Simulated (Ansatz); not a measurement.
**Br₂GaHO: taking an electron away**

One table from this session's results is given with a row withheld; the runs are named, their logs left out.

The runs use Ansatz 0.2.0, Gaussian basis; unrestricted cation, the program's frozen cores in correlated methods.

Plan: UKS PBE-D4/def2-TZVPP; UKS r2SCAN-D4/def2-TZVPP; UKS PBE0-D4/def2-TZVPP; UKS B3LYP-D4/def2-TZVPP; UKS wB97X-V/def2-TZVPP; UKS wB97M-V/def2-TZVPP; UKS B2PLYP/def2-TZVPP; UHF-CCSD(T)/def2-TZVPP; UHF-MP2/def2-QZVPP; extrapolation to the limit; then −ε(HOMO) from the neutral's earlier runs with LDA (SPW92), PBE-D4, revPBE-D4, BLYP-D4, r2SCAN-D4, B97M-V, PBE0-D4, B3LYP-D4, r2SCANh-D4, r2SCAN0-D4, HSE06-D4, BHLYP-D4, CAM-B3LYP-D4, LC-ωPBE, ωB97X-V, ωB97M-V.

**The geometry**

The geometry comes from an earlier relaxation with PBE0-D4 in a triple-zeta def2 set; it is a stationary point.

SMILES `[OH][Ga]([Br])[Br]`, 5 atoms, charge 0, spin multiplicity 1.

Atoms are counted from 1 here; the program's logs count them from 0.

Bond lengths: O1–Ga2 1.767 Å, O1–H5 0.961 Å, Ga2–Br3 2.270 Å, Ga2–Br4 2.255 Å. Angles: Ga2–O1–H5 112.8°, O1–Ga2–Br3 120.3°, O1–Ga2–Br4 118.3°, Br3–Ga2–Br4 121.4°.

Set-up of the first run:

Contents of in.yaml:

```yaml
crystal:
  periodic: [false, false, false]
  atoms:
    - {symbol: O, position_ang: [-0.174013, 1.411829, -0.052952]}
    - {symbol: Ga, position_ang: [-0.126922, -0.354066, -0.111191]}
    - {symbol: Br, position_ang: [1.562974, -1.487912, 0.895603]}
    - {symbol: Br, position_ang: [-1.778083, -1.432572, -1.203621]}
    - {symbol: H, position_ang: [0.565944, 1.789020, 0.430862]}
basis:
  gaussian: {orbitals: def2-TZVPP}
total_charge: 1
magnetization: {spin_polarized: true, initial_magnetization: 1}
hamiltonian: {xc: pbe, dispersion: d4}
```

Run with:

```sh
> ansatz run in.yaml --threads 2 --pin off --events-out ev --progress --plain --max-ram 32768MiB --backend cpu
```

Steps of the session up to this table: Cation, UKS PBE-D4/def2-TZVPP; Cation, UKS r2SCAN-D4/def2-TZVPP; Cation, UKS PBE0-D4/def2-TZVPP; Cation, UKS B3LYP-D4/def2-TZVPP; Cation, UKS wB97X-V/def2-TZVPP; Cation, UKS wB97M-V/def2-TZVPP; Cation, UKS B2PLYP (frozen core)/def2-TZVPP; Cation, UHF-CCSD(T)/def2-TZVPP; Cation, UHF-MP2/def2-QZVPP.

One of the session's tables, all rows but one given; the rest of the session is left out.

It belongs to the step «Ionisation energies side by side». For comparison, −ε(HOMO) of the neutral from earlier runs:

| functional | −ε(HOMO) (eV) |
| --- | --- |
| LDA (SPW92) | 7.60 |
| PBE-D4 | 7.42 |
| revPBE-D4 | 7.36 |
| BLYP-D4 | 7.23 |
| r2SCAN-D4 | 7.78 |
| B97M-V | 7.82 |
| PBE0-D4 | 8.73 |
| B3LYP-D4 | 8.45 |
| r2SCANh-D4 | 8.25 |
| r2SCAN0-D4 | 8.96 |
| HSE06-D4 | 8.33 |
| BHLYP-D4 | 9.85 |
| CAM-B3LYP-D4 | ? |
| LC-ωPBE | 11.46 |
| ωB97X-V | 11.08 |
| ωB97M-V | 10.93 |

Estimate the missing values for CAM-B3LYP-D4.

As computed: −ε(HOMO) (eV): 10.04. In the column «−ε(HOMO) (eV)» it lies between BHLYP-D4 (9.85) and ωB97M-V (10.93).
